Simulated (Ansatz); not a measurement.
# CClFSe: basis-set convergence

Aim: see how fast density functionals converge with the basis set for CClFSe.

Computed with Ansatz 0.2.0, Gaussian basis. Level: one geometry, several basis sets.

Levels to be run: PBE0-D4/def2-SVP; ωB97M-V/def2-SVP; PBE0-D4/def2-QZVPP; ωB97M-V/def2-QZVPP; the functionals' def2-TZVPP values are taken from earlier runs.

## 1. The relaxed structure

The geometry comes from an earlier relaxation with PBE0-D4 in a triple-zeta def2 set; it is a stationary point.

SMILES `FC(Cl)=[Se]`, 4 atoms, charge 0, spin multiplicity 1.

Atoms are counted from 1 here; the program's logs count them from 0.

Bond lengths: F1–C2 1.314 Å, C2–Cl3 1.704 Å, C2–Se4 1.743 Å. Angles: F1–C2–Cl3 109.6°, F1–C2–Se4 123.5°, Cl3–C2–Se4 126.9°.

## 2. PBE0-D4 in def2-SVP

Contents of in.yaml:

```yaml
crystal:
  periodic: [false, false, false]
  atoms:
    - {symbol: F, position_ang: [-0.232445, 0.670367, 1.154163]}
    - {symbol: C, position_ang: [-0.021484, 0.032591, 0.025111]}
    - {symbol: Cl, position_ang: [1.196238, -1.138473, 0.249332]}
    - {symbol: Se, position_ang: [-0.886809, 0.375216, -1.449008]}
basis:
  gaussian: {orbitals: def2-SVP}
hamiltonian: {xc: pbe0, dispersion: d4}
output: {orbitals: {seedname: orbitals}}
```

On the command line:

```
> ansatz run in.yaml --threads 2 --pin off --events-out ev --progress --plain --max-ram 4352MiB
```

The runs that follow: ωB97M-V in def2-SVP; PBE0-D4 in def2-QZVPP; ωB97M-V in def2-QZVPP.

Q: Predict the results of all the runs planned. Wanted: PBE0-D4: double and triple zeta above quadruple; ωB97M-V: double and triple zeta above quadruple.

As calculated:

| quantity | value |
| --- | --- |
| PBE0-D4: double and triple zeta above quadruple | 18.80, 1.93 eV |
| ωB97M-V: double and triple zeta above quadruple | 18.72, 1.85 eV |

In words: For PBE0-D4 the step from double to triple zeta gains 16.87 eV and the next only 1.93 eV. Total energies overstate the basis error of differences, where much of it tends to cancel.
